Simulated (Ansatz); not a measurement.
# BGeH6 (doublet): wave-function methods side by side at distance B1–H4 along a hydrogen transfer = 1.194 Å, cc-pVDZ

Aim: climb from Hartree-Fock through coupled cluster and multireference methods for BGeH6 (doublet) at one geometry and basis, and see what each rung misses.

The runs use Ansatz 0.2.0, Gaussian basis; cc-pVDZ, core rule «outside noble gas», up to 15 orbitals frozen.

The runs, in order: UHF; CCSD(T) on ROHF; CCSD(T) on UHF; BCCD(T) on ROHF; CISD; CCSDT(Q) on ROHF; CCSDT(Q) on UHF; CASSCF and MRCISD+Q, 3 electrons in 3 orbitals; CASSCF and NEVPT2, 3 electrons in 3 orbitals; CASSCF and MRCISD+Q, 9 electrons in 9 orbitals; CASSCF and NEVPT2, 9 electrons in 9 orbitals.

## Step 1: The geometry

The geometry derives from fragments relaxed apart (PBE0/def2-TZVP) and kept rigid, so it is no stationary point. A hydrogen atom is moved between rigid fragments. No spin-orbit coupling is included. The filled d shell of Ge may be among the frozen orbitals whatever the setting's name suggests; the logs give the count.

8 atoms, charge 0, spin multiplicity 2.

Atoms are counted from 1 here; the program's logs count them from 0.

Bond lengths: B1–H2 1.193 Å, B1–H3 1.193 Å, B1–H4 1.193 Å, Ge5–H6 1.539 Å, Ge5–H7 1.539 Å, Ge5–H8 1.539 Å. Angles: H2–B1–H3 120.0°, H2–B1–H4 120.0°, H3–B1–H4 120.0°, H6–Ge5–H7 111.2°, H6–Ge5–H8 111.2°, H7–Ge5–H8 111.2°.

Coordinates:

```xyz
8

B    -2.93591    0.00000    0.00000
H    -3.53264    1.03357    0.00000
H    -3.53264   -1.03357    0.00000
H    -1.74245    0.00000    0.00000
Ge    0.51809    0.00000    0.00000
H     0.98676   -1.46592    0.00000
H     0.98676    0.73296   -1.26952
H     0.98676    0.73296    1.26952
```

## Step 2: UHF

Input file in.yaml:

```yaml
crystal:
  periodic: [false, false, false]
  atoms:
    - {symbol: B, position_ang: [-2.935911, 0.000000, -0.000001]}
    - {symbol: H, position_ang: [-3.532644, 1.033572, -0.000002]}
    - {symbol: H, position_ang: [-3.532644, -1.033571, -0.000002]}
    - {symbol: H, position_ang: [-1.742445, 0.000000, -0.000001]}
    - {symbol: Ge, position_ang: [0.518089, 0.000000, 0.000000]}
    - {symbol: H, position_ang: [0.986757, -1.465915, 0.000000]}
    - {symbol: H, position_ang: [0.986759, 0.732957, -1.269519]}
    - {symbol: H, position_ang: [0.986758, 0.732957, 1.269520]}
basis:
  gaussian: {orbitals: cc-pVDZ}
magnetization: {spin_polarized: true, initial_magnetization: 1}
hamiltonian: {xc: hf}
output: {orbitals: {seedname: orbitals}}
```

Run with:

```sh
ansatz run in.yaml --threads 1 --pin off --events-out ev --progress --plain --max-ram 4096MiB --backend cpu
```

The runs that follow: CCSD(T) on ROHF; CCSD(T) on UHF; BCCD(T) on ROHF; CISD; CCSDT(Q) on ROHF; CCSDT(Q) on UHF; CASSCF and MRCISD+Q, 3 electrons in 3 orbitals; CASSCF and NEVPT2, 3 electrons in 3 orbitals; CASSCF and MRCISD+Q, 9 electrons in 9 orbitals; CASSCF and NEVPT2, 9 electrons in 9 orbitals.

Before running them: what should the planned runs give, taken together? Wanted: UCCSDT(Q) below the RHF energy; RMP2 from UCCSDT(Q); UMP2 from UCCSDT(Q); RCCSD from UCCSDT(Q); RCCSD(T) from UCCSDT(Q); UCCSD(T) from UCCSDT(Q); RCCSDT(Q) from UCCSDT(Q); NEVPT2 pair from UCCSDT(Q); MRCISD+Q pair from UCCSDT(Q).

As calculated:

| quantity | value |
| --- | --- |
| UCCSDT(Q) below the RHF energy | -6.6790 eV |
| RMP2 from UCCSDT(Q) | +144.3 kJ/mol |
| UMP2 from UCCSDT(Q) | +143.8 kJ/mol |
| RCCSD from UCCSDT(Q) | +14.3 kJ/mol |
| RCCSD(T) from UCCSDT(Q) | +3.3 kJ/mol |
| UCCSD(T) from UCCSDT(Q) | +2.9 kJ/mol |
| RCCSDT(Q) from UCCSDT(Q) | +0.4 kJ/mol |
| NEVPT2 pair from UCCSDT(Q) | +143.5 kJ/mol |
| MRCISD+Q pair from UCCSDT(Q) | +3.1 kJ/mol |
| NEVPT2 frontier from UCCSDT(Q) | +131.5 kJ/mol |
| levels within 1 kcal/mol (43 meV) | RCCSD(T), UCCSD(T), BCCD(T), RCCSDT, UCCSDT, RCCSDT(Q), MRCISD+Q pair, MRCISD+Q frontier |
| T1 diagnostic | 0.013 |

**Reading.** RCCSD(T) misses by +3.3 kJ/mol, 0.5 % of the correlation energy. Of the multireference levels listed MRCISD+Q frontier comes nearest in total energy (+2.4 kJ/mol), which doesn't show that its space is the better one. These misses are within one basis, not against nature; the frozen cores of restricted and unrestricted runs differ, which can shift their rows.
